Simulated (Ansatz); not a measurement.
# C2H7BN2Si: two geometries relaxed

Are the two ends of the inversion of the pyramid at N4 separate minima, and which lies lower? Each is relaxed from a guess. SMILES of the start: CB[Si]1(N)C=N1.

All numbers below are computed with Ansatz 0.2.0 (RKS B3LYP/def2-SVP).

## (1) The starting structure

Bond lengths: C1–B2 1.605 Å, B2–Si3 1.956 Å, Si3–N4 1.821 Å, Si3–C5 1.659 Å, Si3–N6 1.700 Å, C5–N6 1.396 Å, C1–H7 1.134 Å, C1–H8 1.104 Å, C1–H9 1.085 Å, B2–H10 1.206 Å, N4–H11 0.966 Å, N4–H12 1.061 Å, C5–H13 1.145 Å. Angles (14 of 22 angles, heavy atoms first): C1–B2–Si3 121.0°, B2–Si3–N4 117.8°, B2–Si3–C5 124.1°, B2–Si3–N6 108.7°, N4–Si3–C5 117.9°, N4–Si3–N6 107.4°, C5–Si3–N6 49.1°, Si3–C5–N6 67.0°, Si3–N6–C5 63.9°, C1–B2–H10 118.5°, Si3–B2–H10 120.4°, B2–C1–H7 105.0°, B2–C1–H8 107.6°, B2–C1–H9 108.8°.

Structure file:

```xyz
13

C    -0.2395   -2.0432    0.6463
B     0.2342   -0.5525    1.0083
Si   -0.0555    0.9281   -0.2364
N     0.7088    0.8142   -1.8849
C    -0.8549    2.3286    0.1550
N     0.5020    2.3637    0.4830
H    -1.3625   -1.9688    0.5070
H     0.2272   -2.3165   -0.3164
H    -0.0285   -2.6919    1.4894
H     0.8247   -0.3725    2.0441
H     1.6551    0.6625   -1.7653
H     0.2672   -0.0675   -2.2751
H    -1.8580    2.8811    0.1597
```

## (2) Relaxing end A

input.yaml reads:

```yaml
crystal:
  periodic: [false, false, false]
  atoms:
    - { symbol: C, position_ang: [-0.2395, -2.0432, 0.6463] }
    - { symbol: B, position_ang: [0.2342, -0.5525, 1.0083] }
    - { symbol: Si, position_ang: [-0.0555, 0.9281, -0.2364] }
    - { symbol: "N", position_ang: [0.7088, 0.8142, -1.8849] }
    - { symbol: C, position_ang: [-0.8549, 2.3286, 0.155] }
    - { symbol: "N", position_ang: [0.502, 2.3637, 0.483] }
    - { symbol: H, position_ang: [-1.3625, -1.9688, 0.507] }
    - { symbol: H, position_ang: [0.2272, -2.3165, -0.3164] }
    - { symbol: H, position_ang: [-0.0285, -2.6919, 1.4894] }
    - { symbol: H, position_ang: [0.8247, -0.3725, 2.0441] }
    - { symbol: H, position_ang: [1.6551, 0.6625, -1.7653] }
    - { symbol: H, position_ang: [0.2672, -0.0675, -2.2751] }
    - { symbol: H, position_ang: [-1.858, 2.8811, 0.1597] }
basis:
  gaussian: { orbitals: def2-SVP }
hamiltonian:
  xc: b3lyp
relax:
  f_tol: 0.015
  max_steps: 40
output:
  orbitals: {}
```

Started as:

```console
> ansatz run input.yaml --threads 2 --pin off --max-ram 3072MiB --backend cpu --events-out ev --progress --plain --runs-dir out
```

Output (excerpt; [...] marks lines left out):

```text
Warning: RAYON_NUM_THREADS=2 ignored (pool sized by the plan → 2); use --threads N
[...]
Functional definition: B3LYP
[...]
1366 factors; integrals over basis functions are off by at most 4.5e-4 eV
[...]
mean field -13712.56288839 eV, -503.9273914395 hartree, gradient 2.8e-5 eV, S^2 0.000000; 0 other end points of the search recorded, 0 dependent functions left out
[...]
reference -13712.56316292 eV, -503.9274015282 hartree; 26, 26 occupied and 97, 97 virtual orbitals, 1366 factors
relax step   1: F+E_penalty+E_count = -13712.56288839 eV  Δ(F+E_penalty+E_count) = +0.000e0 eV  max|allowed force component| = 4.938e0 eV/Å  Δτ_max = 0.0000 Å  (29 SCF iters, accepted)
[...]
relax step   4: F+E_penalty+E_count = -13714.29598994 eV  Δ(F+E_penalty+E_count) = -7.071e-2 eV  max|allowed force component| = 4.124e-1 eV/Å  Δτ_max = 0.1998 Å  (31 SCF iters, accepted)
[...]
relax step   7: F+E_penalty+E_count = -13714.38934310 eV  Δ(F+E_penalty+E_count) = -2.084e-2 eV  max|allowed force component| = 3.118e-1 eV/Å  Δτ_max = 0.1947 Å  (31 SCF iters, accepted)
[...]
relax step  10: F+E_penalty+E_count = -13714.35414866 eV  Δ(F+E_penalty+E_count) = +6.345e-2 eV  max|allowed force component| = 1.472e0 eV/Å  Δτ_max = 0.1915 Å  (31 SCF iters, rejected (line search))
[...]
relax step  13: F+E_penalty+E_count = -13714.42987574 eV  Δ(F+E_penalty+E_count) = -1.463e-3 eV  max|allowed force component| = 5.246e-1 eV/Å  Δτ_max = 0.1463 Å  (31 SCF iters, accepted)
[...]
relax step  14: F+E_penalty+E_count = -13714.44275354 eV  Δ(F+E_penalty+E_count) = -1.288e-2 eV  max|allowed force component| = 2.820e-1 eV/Å  Δτ_max = 0.1999 Å  (31 SCF iters, accepted)
[...]
1366 factors; integrals over basis functions are off by at most 6.0e-4 eV
mean field -13714.40834693 eV, -503.9952107898 hartree, gradient 1.6e-5 eV, S^2 0.000000; 0 other end points of the search recorded, 0 dependent functions left out
[...]
reference -13714.40862620 eV, -503.9952210527 hartree; 26, 26 occupied and 97, 97 virtual orbitals, 1366 factors
```

## (3) The log goes on: end point A relaxed

The log, continued (excerpt; [...] marks lines left out):

```text
relax step  15: F+E_penalty+E_count = -13714.40834693 eV  Δ(F+E_penalty+E_count) = +3.441e-2 eV  max|allowed force component| = 7.597e-1 eV/Å  Δτ_max = 0.2000 Å  (31 SCF iters, rejected (line search))
[...]
relax step  18: F+E_penalty+E_count = -13714.47796634 eV  Δ(F+E_penalty+E_count) = -1.203e-2 eV  max|allowed force component| = 3.985e-1 eV/Å  Δτ_max = 0.1500 Å  (31 SCF iters, accepted)
[...]
relax step  21: F+E_penalty+E_count = -13714.50823541 eV  Δ(F+E_penalty+E_count) = -7.750e-3 eV  max|allowed force component| = 4.965e-1 eV/Å  Δτ_max = 0.0670 Å  (32 SCF iters, accepted)
[...]
relax step  24: F+E_penalty+E_count = -13714.51469729 eV  Δ(F+E_penalty+E_count) = -5.612e-3 eV  max|allowed force component| = 6.727e-2 eV/Å  Δτ_max = 0.0677 Å  (32 SCF iters, accepted)
[...]
Atom 3 at     0.535543     0.498883    -1.841960 Å, force     0.003814     0.005376    -0.001017 eV/Å
Atom 4 at    -0.728783     2.464850     0.109485 Å, force    -0.008152     0.005134    -0.002148 eV/Å
Atom 5 at     0.483116     2.542364     0.472117 Å, force     0.011628    -0.000235     0.004666 eV/Å
Atom 6 at    -1.032232    -2.579553     0.945670 Å, force     0.001497    -0.003187     0.002292 eV/Å
Atom 7 at     0.194926    -2.393234    -0.338676 Å, force     0.000335     0.002482    -0.000317 eV/Å
Atom 8 at     0.661195    -2.689968     1.373615 Å, force    -0.001455     0.000802     0.002191 eV/Å
Atom 9 at    -0.273465    -0.305991     2.224291 Å, force     0.000349    -0.000912    -0.003879 eV/Å
Atom 10 at     1.364553    -0.063785    -2.012140 Å, force    -0.002761     0.000863    -0.001277 eV/Å
Atom 11 at     0.403531     1.178713    -2.584704 Å, force     0.000395     0.000952    -0.002342 eV/Å
Atom 12 at    -1.524821     3.232019     0.103564 Å, force    -0.001651    -0.001721    -0.001372 eV/Å
Dipole moment:    -0.074279    -0.329149    -0.361644 e Å
```

Run time: 71 s. Hardware: 2 threads of AMD EPYC 7R13 (Zen 3), shared host; peak memory 0.32 GiB.

The steps of the relaxation:

| step | energy from step 1 (eV) | largest force component (eV/Å) |
| --- | --- | --- |
| 1 | 0.0000 | 4.9384 |
| 2 | -1.2686 | 2.7609 |
| 3 | -1.6624 | 1.3716 |
| 4 | -1.7331 | 0.4124 |
| 5 | -1.7651 | 0.5099 |
| 6 | -1.8056 | 0.2442 |
| 7 | -1.8265 | 0.3118 |
| 8 | -1.8440 | 0.2238 |
| 9 | -1.8547 | 0.1824 |
| 10x | -1.7913 | 1.4723 |
| 11 | -1.8568 | 0.1510 |
| 12 | -1.8655 | 0.0878 |
| 13 | -1.8670 | 0.5246 |
| 14 | -1.8799 | 0.2820 |
| 15x | -1.8455 | 0.7597 |
| 16 | -1.8941 | 0.2196 |
| 17 | -1.9030 | 0.1330 |
| 18 | -1.9151 | 0.3985 |
| 19 | -1.9357 | 0.5794 |
| 20 | -1.9376 | 0.2596 |
| 21 | -1.9453 | 0.4965 |
| 22 | -1.9462 | 0.2567 |
| 23x | -1.7736 | 1.7873 |
| 24 | -1.9518 | 0.0673 |
| 25 | -1.9531 | 0.0362 |
| 26 | -1.9532 | 0.0116 |

Step 1 is the start. 3 steps were tried and not accepted (marked x).

After: Bond lengths: C1–B2 1.564 Å, B2–Si3 1.977 Å, Si3–N4 1.730 Å, Si3–C5 1.819 Å, Si3–N6 1.867 Å, C5–N6 1.267 Å, C1–H7 1.109 Å, C1–H8 1.100 Å, C1–H9 1.106 Å, B2–H10 1.210 Å, N4–H11 1.016 Å, N4–H12 1.016 Å, C5–H13 1.106 Å. Angles (14 of 22 angles, heavy atoms first): C1–B2–Si3 125.3°, B2–Si3–N4 118.5°, B2–Si3–C5 121.0°, B2–Si3–N6 117.0°, N4–Si3–C5 118.2°, N4–Si3–N6 118.2°, C5–Si3–N6 40.2°, Si3–C5–N6 72.0°, Si3–N6–C5 67.8°, C1–B2–H10 119.1°, Si3–B2–H10 115.6°, B2–C1–H7 107.4°, B2–C1–H8 116.4°, B2–C1–H9 110.7°.

## (4) End point B

The second end starts from a geometry with the move made by hand.

Edit input.yaml of step 2 so:

```diff
@@ -13,4 +13,4 @@
     - { symbol: H, position_ang: [0.8247, -0.3725, 2.0441] }
-    - { symbol: H, position_ang: [1.6551, 0.6625, -1.7653] }
-    - { symbol: H, position_ang: [0.2672, -0.0675, -2.2751] }
+    - { symbol: H, position_ang: [1.42812, 1.45742, -1.92546] }
+    - { symbol: H, position_ang: [-0.07733, 1.13912, -2.51821] }
     - { symbol: H, position_ang: [-1.858, 2.8811, 0.1597] }
```

Started as:

```console
> ansatz run input.yaml --threads 2 --pin off --max-ram 3072MiB --backend cpu --events-out ev --progress --plain --runs-dir out
```

Output (excerpt; [...] marks lines left out):

```text
Warning: RAYON_NUM_THREADS=2 ignored (pool sized by the plan → 2); use --threads N
[...]
Functional definition: B3LYP
[...]
1365 factors; integrals over basis functions are off by at most 3.9e-4 eV
[...]
mean field -13712.53827630 eV, -503.9264869618 hartree, gradient 8.0e-5 eV, S^2 0.000000; 0 other end points of the search recorded, 0 dependent functions left out
[...]
reference -13712.53855303 eV, -503.9264971316 hartree; 26, 26 occupied and 97, 97 virtual orbitals, 1365 factors
relax step   1: F+E_penalty+E_count = -13712.53827630 eV  Δ(F+E_penalty+E_count) = +0.000e0 eV  max|allowed force component| = 5.424e0 eV/Å  Δτ_max = 0.0000 Å  (28 SCF iters, accepted)
[...]
relax step   5: F+E_penalty+E_count = -13714.39558919 eV  Δ(F+E_penalty+E_count) = -5.168e-2 eV  max|allowed force component| = 5.597e-1 eV/Å  Δτ_max = 0.1941 Å  (31 SCF iters, accepted)
[...]
relax step   9: F+E_penalty+E_count = -13714.50367090 eV  Δ(F+E_penalty+E_count) = -7.488e-3 eV  max|allowed force component| = 2.435e-1 eV/Å  Δτ_max = 0.1002 Å  (30 SCF iters, accepted)
[...]
relax step  13: F+E_penalty+E_count = -13714.51391693 eV  Δ(F+E_penalty+E_count) = -4.107e-4 eV  max|allowed force component| = 3.287e-2 eV/Å  Δτ_max = 0.0100 Å  (25 SCF iters, accepted)
[...]
relax step  15: F+E_penalty+E_count = -13714.51320353 eV  Δ(F+E_penalty+E_count) = +1.836e-3 eV  max|allowed force component| = 2.445e-1 eV/Å  Δτ_max = 0.0703 Å  (32 SCF iters, rejected (line search))
[...]
relax step  16: F+E_penalty+E_count = -13714.51544245 eV  Δ(F+E_penalty+E_count) = -4.030e-4 eV  max|allowed force component| = 4.921e-2 eV/Å  Δτ_max = 0.0352 Å  (33 SCF iters, accepted)
[...]
1365 factors; integrals over basis functions are off by at most 9.3e-4 eV
[...]
mean field -13714.51569829 eV, -503.9991558794 hartree, gradient 8.6e-6 eV, S^2 0.000000; 0 other end points of the search recorded, 0 dependent functions left out
[...]
reference -13714.51597773 eV, -503.9991661486 hartree; 26, 26 occupied and 97, 97 virtual orbitals, 1365 factors
```

## (5) The log goes on: end point B relaxed

Output, continued:

```text
relax step  17: F+E_penalty+E_count = -13714.51569829 eV  Δ(F+E_penalty+E_count) = -2.558e-4 eV  max|allowed force component| = 2.053e-2 eV/Å  Δτ_max = 0.0251 Å  (34 SCF iters, accepted)
these checks for a lower state are left out or cut short: starts, cluster_reference, orbital_swaps, neighbouring_geometries, increment
1365 factors; integrals over basis functions are off by at most 9.1e-4 eV
mean field -13714.51527720 eV, -503.9991404049 hartree, gradient 8.6e-6 eV, S^2 0.000000; 0 other end points of the search recorded, 0 dependent functions left out
the calculation of the forces begins
reference -13714.51555699 eV, -503.9991506870 hartree; 26, 26 occupied and 97, 97 virtual orbitals, 1365 factors
relax step  18: F+E_penalty+E_count = -13714.51527720 eV  Δ(F+E_penalty+E_count) = +4.211e-4 eV  max|allowed force component| = 1.022e-1 eV/Å  Δτ_max = 0.0301 Å  (32 SCF iters, rejected (line search))
these checks for a lower state are left out or cut short: starts, cluster_reference, orbital_swaps, neighbouring_geometries, increment
1365 factors; integrals over basis functions are off by at most 9.3e-4 eV
mean field -13714.51584523 eV, -503.9991612794 hartree, gradient 1.5e-5 eV, S^2 0.000000; 0 other end points of the search recorded, 0 dependent functions left out
the calculation of the forces begins
reference -13714.51612485 eV, -503.9991715553 hartree; 26, 26 occupied and 97, 97 virtual orbitals, 1365 factors
relax step  19: F+E_penalty+E_count = -13714.51584523 eV  Δ(F+E_penalty+E_count) = -1.469e-4 eV  max|allowed force component| = 1.438e-2 eV/Å  Δτ_max = 0.0147 Å  (25 SCF iters, accepted)
these checks for a lower state are left out or cut short: starts, cluster_reference, orbital_swaps, neighbouring_geometries, increment
1365 factors; integrals over basis functions are off by at most 9.3e-4 eV
mean field -13714.51595855 eV, -503.9991654438 hartree, gradient 8.6e-6 eV, S^2 0.000000; 0 other end points of the search recorded, 0 dependent functions left out
the calculation of the forces begins
reference -13714.51623844 eV, -503.9991757297 hartree; 26, 26 occupied and 97, 97 virtual orbitals, 1365 factors
relax step  20: F+E_penalty+E_count = -13714.51595855 eV  Δ(F+E_penalty+E_count) = -1.133e-4 eV  max|allowed force component| = 1.864e-2 eV/Å  Δτ_max = 0.0275 Å  (32 SCF iters, accepted)
these checks for a lower state are left out or cut short: starts, cluster_reference, orbital_swaps, neighbouring_geometries, increment
1365 factors; integrals over basis functions are off by at most 9.4e-4 eV
mean field -13714.51604683 eV, -503.9991686883 hartree, gradient 8.5e-6 eV, S^2 0.000000; 0 other end points of the search recorded, 0 dependent functions left out
the calculation of the forces begins
reference -13714.51632711 eV, -503.9991789883 hartree; 26, 26 occupied and 97, 97 virtual orbitals, 1365 factors
relax step  21: F+E_penalty+E_count = -13714.51604683 eV  Δ(F+E_penalty+E_count) = -8.829e-5 eV  max|allowed force component| = 2.882e-2 eV/Å  Δτ_max = 0.0316 Å  (32 SCF iters, accepted)
these checks for a lower state are left out or cut short: starts, cluster_reference, orbital_swaps, neighbouring_geometries, increment
1365 factors; integrals over basis functions are off by at most 9.4e-4 eV
mean field evaluation 160: about -13714.5161 eV, gradient 2.1e-5 eV
mean field -13714.51610705 eV, -503.9991709011 hartree, gradient 2.1e-5 eV, S^2 0.000000; 0 other end points of the search recorded, 0 dependent functions left out
the calculation of the forces begins
reference -13714.51638754 eV, -503.9991812090 hartree; 26, 26 occupied and 97, 97 virtual orbitals, 1365 factors
relax step  22: F+E_penalty+E_count = -13714.51610705 eV  Δ(F+E_penalty+E_count) = -6.021e-5 eV  max|allowed force component| = 3.062e-2 eV/Å  Δτ_max = 0.0160 Å  (25 SCF iters, accepted)
these checks for a lower state are left out or cut short: starts, cluster_reference, orbital_swaps, neighbouring_geometries, increment
1365 factors; integrals over basis functions are off by at most 9.5e-4 eV
mean field -13714.51619575 eV, -503.9991741609 hartree, gradient 8.6e-6 eV, S^2 0.000000; 0 other end points of the search recorded, 0 dependent functions left out
the calculation of the forces begins
reference -13714.51647664 eV, -503.9991844833 hartree; 26, 26 occupied and 97, 97 virtual orbitals, 1365 factors
relax step  23: F+E_penalty+E_count = -13714.51619575 eV  Δ(F+E_penalty+E_count) = -8.870e-5 eV  max|allowed force component| = 2.054e-2 eV/Å  Δτ_max = 0.0257 Å  (33 SCF iters, accepted)
these checks for a lower state are left out or cut short: starts, cluster_reference, orbital_swaps, neighbouring_geometries, increment
1365 factors; integrals over basis functions are off by at most 9.6e-4 eV
mean field -13714.51624033 eV, -503.9991757991 hartree, gradient 8.6e-6 eV, S^2 0.000000; 0 other end points of the search recorded, 0 dependent functions left out
the calculation of the forces begins
reference -13714.51652154 eV, -503.9991861333 hartree; 26, 26 occupied and 97, 97 virtual orbitals, 1365 factors
relax step  24: F+E_penalty+E_count = -13714.51624033 eV  Δ(F+E_penalty+E_count) = -4.458e-5 eV  max|allowed force component| = 1.596e-2 eV/Å  Δτ_max = 0.0231 Å  (34 SCF iters, accepted)
these checks for a lower state are left out or cut short: starts, cluster_reference, orbital_swaps, neighbouring_geometries, increment
1365 factors; integrals over basis functions are off by at most 9.6e-4 eV
mean field -13714.51621423 eV, -503.9991748400 hartree, gradient 8.5e-6 eV, S^2 0.000000; 0 other end points of the search recorded, 0 dependent functions left out
the calculation of the forces begins
reference -13714.51649572 eV, -503.9991851846 hartree; 26, 26 occupied and 97, 97 virtual orbitals, 1365 factors
relax step  25: F+E_penalty+E_count = -13714.51621423 eV  Δ(F+E_penalty+E_count) = +2.610e-5 eV  max|allowed force component| = 3.432e-2 eV/Å  Δτ_max = 0.0254 Å  (34 SCF iters, rejected (line search))
these checks for a lower state are left out or cut short: starts, cluster_reference, orbital_swaps, neighbouring_geometries, increment
1365 factors; integrals over basis functions are off by at most 9.5e-4 eV
mean field -13714.51627544 eV, -503.9991770894 hartree, gradient 1.3e-5 eV, S^2 0.000000; 0 other end points of the search recorded, 0 dependent functions left out
the calculation of the forces begins
reference -13714.51655682 eV, -503.9991874299 hartree; 26, 26 occupied and 97, 97 virtual orbitals, 1365 factors
relax step  26: F+E_penalty+E_count = -13714.51627544 eV  Δ(F+E_penalty+E_count) = -3.511e-5 eV  max|allowed force component| = 5.171e-3 eV/Å  Δτ_max = 0.0125 Å  (25 SCF iters, accepted)
these checks for a lower state are left out or cut short: starts, cluster_reference, orbital_swaps, neighbouring_geometries, increment
1365 factors; integrals over basis functions are off by at most 9.5e-4 eV
mean field evaluation 192: about -13714.5163 eV, gradient 5.0e-5 eV
mean field -13714.51630785 eV, -503.9991782804 hartree, gradient 8.5e-6 eV, S^2 0.000000; 0 other end points of the search recorded, 0 dependent functions left out
the calculation of the forces begins
reference -13714.51658950 eV, -503.9991886309 hartree; 26, 26 occupied and 97, 97 virtual orbitals, 1365 factors
relax step  27: F+E_penalty+E_count = -13714.51630785 eV  Δ(F+E_penalty+E_count) = -3.241e-5 eV  max|allowed force component| = 1.343e-2 eV/Å  Δτ_max = 0.0288 Å  (33 SCF iters, accepted)
these checks for a lower state are left out or cut short: starts, cluster_reference, orbital_swaps, neighbouring_geometries, increment
1365 factors; integrals over basis functions are off by at most 9.4e-4 eV
mean field -13714.51633874 eV, -503.9991794155 hartree, gradient 8.5e-6 eV, S^2 0.000000; 0 other end points of the search recorded, 0 dependent functions left out
the calculation of the forces begins
reference -13714.51662051 eV, -503.9991897706 hartree; 26, 26 occupied and 97, 97 virtual orbitals, 1365 factors
relax step  28: F+E_penalty+E_count = -13714.51633874 eV  Δ(F+E_penalty+E_count) = -3.089e-5 eV  max|allowed force component| = 1.392e-2 eV/Å  Δτ_max = 0.0289 Å  (32 SCF iters, accepted)
1365 factors; integrals over basis functions are off by at most 9.4e-4 eV
mean field -13714.51633874 eV, -503.9991794155 hartree, gradient 8.5e-6 eV, S^2 0.000000; 1 other end points of the search recorded, 0 dependent functions left out
the calculation of the forces begins
reference -13714.51662051 eV, -503.9991897706 hartree; 26, 26 occupied and 97, 97 virtual orbitals, 1365 factors
Total energy: -13714.51662051 eV, -503.9991897706 hartree
Atom 0 at    -0.032990    -2.044943     0.535665 Å, force     0.003789    -0.003400     0.011115 eV/Å
Atom 1 at    -0.105508    -0.549407     0.990516 Å, force    -0.013920    -0.003291    -0.000523 eV/Å
Atom 2 at    -0.009660     1.025357    -0.199858 Å, force     0.004289     0.010324     0.004471 eV/Å
Atom 3 at     0.413549     0.793960    -1.860692 Å, force    -0.005607     0.004175     0.000331 eV/Å
Atom 4 at    -0.798736     2.595251     0.272224 Å, force    -0.003026    -0.003027    -0.006306 eV/Å
Atom 5 at     0.423614     2.657442     0.600007 Å, force     0.004785    -0.005881    -0.000364 eV/Å
Atom 6 at    -0.945525    -2.571158     0.878086 Å, force     0.008179     0.004355    -0.004697 eV/Å
Atom 7 at     0.089102    -2.220886    -0.543240 Å, force     0.001312    -0.001441     0.005245 eV/Å
Atom 8 at     0.792175    -2.549292     1.076484 Å, force    -0.008309     0.004868    -0.009650 eV/Å
Atom 9 at    -0.263192    -0.299783     2.164021 Å, force     0.005393    -0.001698    -0.001997 eV/Å
Atom 10 at     1.238335     0.252472    -2.103216 Å, force     0.003712    -0.002935     0.000330 eV/Å
Atom 11 at     0.248422     1.525399    -2.545559 Å, force     0.000182    -0.001503     0.000504 eV/Å
Atom 12 at    -1.600797     3.352428     0.346993 Å, force    -0.000779    -0.000545     0.001541 eV/Å
Dipole moment:    -0.073526    -0.301509    -0.380790 e Å
```

Wall time 77 s (2 threads of AMD EPYC 7R13 (Zen 3), shared host); peak memory 0.32 GiB.

The steps of the relaxation:

| step | energy from step 1 (eV) | largest force component (eV/Å) |
| --- | --- | --- |
| 1 | 0.0000 | 5.4240 |
| 2 | -1.2999 | 2.8586 |
| 3 | -1.7364 | 1.5340 |
| 4 | -1.8056 | 0.5081 |
| 5 | -1.8573 | 0.5597 |
| 6 | -1.8614 | 1.2996 |
| 7 | -1.9347 | 0.2948 |
| 8 | -1.9579 | 0.2526 |
| 9 | -1.9654 | 0.2435 |
| 10x | -1.9561 | 0.4219 |
| 11 | -1.9752 | 0.0391 |
| 12x | -1.9722 | 0.1665 |
| 13 | -1.9756 | 0.0329 |
| 14 | -1.9768 | 0.0916 |
| 15x | -1.9749 | 0.2445 |
| 16 | -1.9772 | 0.0492 |
| 17 | -1.9774 | 0.0205 |
| 18x | -1.9770 | 0.1022 |
| 19 | -1.9776 | 0.0144 |
| 20 | -1.9777 | 0.0186 |
| 21 | -1.9778 | 0.0288 |
| 22 | -1.9778 | 0.0306 |
| 23 | -1.9779 | 0.0205 |
| 24 | -1.9780 | 0.0160 |
| 25x | -1.9779 | 0.0343 |
| 26 | -1.9780 | 0.0052 |
| 27 | -1.9780 | 0.0134 |
| 28 | -1.9781 | 0.0139 |

Step 1 is the start. 5 steps were tried and not accepted (marked x).

After: Bond lengths: C1–B2 1.565 Å, B2–Si3 1.976 Å, Si3–N4 1.729 Å, Si3–C5 1.819 Å, Si3–N6 1.868 Å, C5–N6 1.267 Å, C1–H7 1.108 Å, C1–H8 1.100 Å, C1–H9 1.108 Å, B2–H10 1.210 Å, N4–H11 1.016 Å, N4–H12 1.016 Å, C5–H13 1.106 Å. Angles (14 of 22 angles, heavy atoms first): C1–B2–Si3 125.7°, B2–Si3–N4 118.9°, B2–Si3–C5 120.7°, B2–Si3–N6 116.7°, N4–Si3–C5 118.1°, N4–Si3–N6 118.1°, C5–Si3–N6 40.2°, Si3–C5–N6 72.0°, Si3–N6–C5 67.8°, C1–B2–H10 119.0°, Si3–B2–H10 115.2°, B2–C1–H7 109.0°, B2–C1–H8 116.3°, B2–C1–H9 109.1°.

## (6) Summary of results

| quantity | value |
| --- | --- |
| end A | 22 moves, 1.953 eV lower |
| end B | 22 moves, 1.978 eV lower |
| largest difference between the ends | 0.12 Å |
| end B relative to end A | -0.000 eV |

What this shows: The two relaxations end at one structure, within 0.12 Å: no second minimum was found from this start, which doesn't rule one out.
